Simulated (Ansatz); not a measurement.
# CH₄BFN₂: one species, many methods

An exercise on one series of results from a longer session: the logs are not shown, and one member is left open.

Program: Ansatz 0.2.0, Gaussian basis. Level of theory: functionals in def2-TZVPP, the program's frozen cores in correlated methods. These are calculated values, not measurements.

The runs, in order: LDA (SPW92), PBE-D4, revPBE-D4, BLYP-D4, r2SCAN-D4, B97M-V, PBE0-D4, B3LYP-D4, r2SCANh-D4, r2SCAN0-D4, HSE06-D4, BHLYP-D4, CAM-B3LYP-D4, LC-ωPBE, ωB97X-V, ωB97M-V, B2PLYP, PBE-QIDH; CCSD(T)/def2-SVP; CCSD(T)/def2-TZVPP; MP2/def2-QZVPP; extrapolation to the limit; RPA on PBE.

## The relaxed structure

All runs share one geometry, relaxed beforehand with PBE0-D4 in a triple-zeta def2 set.

SMILES `BNC(=N)F`, 9 atoms, charge 0, spin multiplicity 1.

Atoms are counted from 1 here; the program's logs count them from 0.

Bond lengths: B1–N2 1.407 Å, B1–H6 1.193 Å, B1–H7 1.187 Å, N2–C3 1.379 Å, N2–H8 1.009 Å, C3–N4 1.245 Å, C3–F5 1.351 Å, N4–H9 1.014 Å. Angles: N2–B1–H6 116.6°, N2–B1–H7 119.6°, H6–B1–H7 123.8°, B1–N2–C3 127.0°, B1–N2–H8 120.3°, C3–N2–H8 112.7°, N2–C3–N4 126.9°, N2–C3–F5 109.2°, N4–C3–F5 123.9°, C3–N4–H9 111.6°.

As a file:

| atom | x (Å) | y (Å) | z (Å) |
| --- | --- | --- | --- |
| B1 | -0.5901 | 0.6201 | -1.2883 |
| N2 | 0.4006 | -0.0568 | -0.5528 |
| C3 | 0.3640 | -0.3819 | 0.7873 |
| N4 | -0.5503 | -0.1299 | 1.5934 |
| F5 | 1.4993 | -1.0355 | 1.1157 |
| H6 | -0.3639 | 0.8049 | -2.4454 |
| H7 | -1.5860 | 0.9712 | -0.7453 |
| H8 | 1.2499 | -0.3613 | -1.0033 |
| H9 | -0.3348 | -0.4771 | 2.5216 |

The first run:

Contents of in.yaml:

```yaml
crystal:
  periodic: [false, false, false]
  atoms:
    - {symbol: B, position_ang: [-0.590083, 0.620061, -1.288299]}
    - {symbol: N, position_ang: [0.400552, -0.056798, -0.552793]}
    - {symbol: C, position_ang: [0.364006, -0.381940, 0.787260]}
    - {symbol: N, position_ang: [-0.550321, -0.129899, 1.593397]}
    - {symbol: F, position_ang: [1.499265, -1.035548, 1.115691]}
    - {symbol: H, position_ang: [-0.363930, 0.804935, -2.445405]}
    - {symbol: H, position_ang: [-1.585962, 0.971196, -0.745327]}
    - {symbol: H, position_ang: [1.249876, -0.361332, -1.003344]}
    - {symbol: H, position_ang: [-0.334805, -0.477075, 2.521620]}
basis:
  gaussian: {orbitals: def2-TZVPP}
hamiltonian: {xc: lda}
output: {orbitals: {seedname: orbitals}}
```

The run is started by

```sh
> ansatz run in.yaml --threads 2 --pin off --events-out ev --progress --plain --max-ram 4352MiB
```

Steps of the session up to this table: LDA; PBE-D4 (GGA); revPBE-D4 (GGA); BLYP-D4 (GGA); r2SCAN-D4 (meta-GGA); B97M-V (meta-GGA); PBE0-D4 (hybrid); B3LYP-D4 (hybrid); r2SCANh-D4 (hybrid); r2SCAN0-D4 (hybrid); HSE06-D4 (hybrid); BHLYP-D4 (hybrid); CAM-B3LYP-D4 (range-separated); LC-ωPBE (range-separated); ωB97X-V (range-separated); ωB97M-V (range-separated); B2PLYP (double hybrid); PBE-QIDH (double hybrid).

One table of the session follows, with a row left open; its other results are not shown here.

| functional | HOMO (eV) | gap (eV) |
| --- | --- | --- |
| LDA (SPW92) | -7.26 | 4.89 |
| PBE-D4 | -7.05 | 4.97 |
| revPBE-D4 | -6.97 | 4.99 |
| BLYP-D4 | ? | ? |
| r2SCAN-D4 | -7.27 | 5.51 |
| B97M-V | -7.29 | 5.50 |
| PBE0-D4 | -8.31 | 7.21 |
| B3LYP-D4 | -8.08 | 6.74 |
| r2SCANh-D4 | -7.75 | 6.34 |
| r2SCAN0-D4 | -8.47 | 7.57 |
| HSE06-D4 | -7.90 | 6.42 |
| BHLYP-D4 | -9.45 | 9.37 |
| CAM-B3LYP-D4 | -9.69 | 9.67 |
| LC-ωPBE | -11.08 | 12.25 |
| ωB97X-V | -10.67 | 11.76 |
| ωB97M-V | -10.59 | 11.46 |

Estimate the missing values for BLYP-D4.

Worked estimate for «HOMO (eV)». Against the share of exact exchange, B3LYP-D4 (0.2, -8.08), BHLYP-D4 (0.5, -9.45) give a slope of -4.57 per unit share; at 0 the line stands at -7.17.

As computed: HOMO (eV): -6.90; gap (eV): 4.95. In «HOMO (eV)» the line misses by -0.27.
